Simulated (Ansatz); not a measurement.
CH3F2Sn, SMILES [CH3][Sn]([F])[F], a ladder of methods at one geometry

Computed with the Ansatz DFT code, driven from Python.

The cells in order, each with its output:

```python
import warnings

import ansatz as az

GEOMETRY = '''
C    -0.33380    0.83040   -0.20040
Sn   -0.03990   -1.09070    0.57520
F     1.61640   -1.10520    1.52840
F     0.11510   -2.35440   -0.88940
H    -1.34180    0.88020   -0.78300
H    -0.42560    1.62190    0.62010
H     0.47080    1.14980   -0.89660
'''
```

```python
warnings.simplefilter('ignore', az.DeckWarning)

molecule = az.Crystal.molecule()
for line in GEOMETRY.strip().splitlines():
    symbol, *xyz = line.split()
    molecule = molecule.atom(symbol, [float(v) for v in xyz])
```

```python
setup = (
    molecule.calculation()
    .basis(gaussian='def2-SVP')
    .spin('collinear', total=1)
)

methods = ['mp2', 'ccsd', 'ccsd_t']
batch = az.Session.batch([setup.correlation(m).input() for m in methods])
reports = sorted(batch.plan().execute().molecular_reports, key=lambda each: each['member'])
print(f'Hartree-Fock reference {reports[0]["reference_energy_ev"] / 27.211386246:.6f} Ha')
best = reports[-1]['free_energy_ev'] - reports[-1]['reference_energy_ev']
for method, each in zip(methods, reports):
    gained = each['free_energy_ev'] - each['reference_energy_ev']
    print(f'{method:8s} total {each["free_energy_ev"] / 27.211386246:.6f} Ha  correlation {gained:9.4f} eV  ({100 * gained / best:.1f} % of the last)')
```

    Hartree-Fock reference -451.671326 Ha
    mp2      total -452.285466 Ha  correlation  -16.7116 eV  (94.3 % of the last)
    ccsd     total -452.309282 Ha  correlation  -17.3596 eV  (97.9 % of the last)
    ccsd_t   total -452.322811 Ha  correlation  -17.7278 eV  (100.0 % of the last)

Notes:
- Total energies depend on the basis set; only differences at equal settings carry meaning.
- The geometry is a force-field or estimated start, not a minimum of this method, and the basis set is short of its limit. A lower total doesn't mark the better method: functionals have no common bound, and MP2 and coupled cluster aren't variational.
- def2 sets replace the cores of elements past krypton by effective core potentials.
- The species is open-shell (spin multiplicity 2).
- Inner cores stay frozen; a filled d shell under the valence of the heavier atoms is correlated with it.
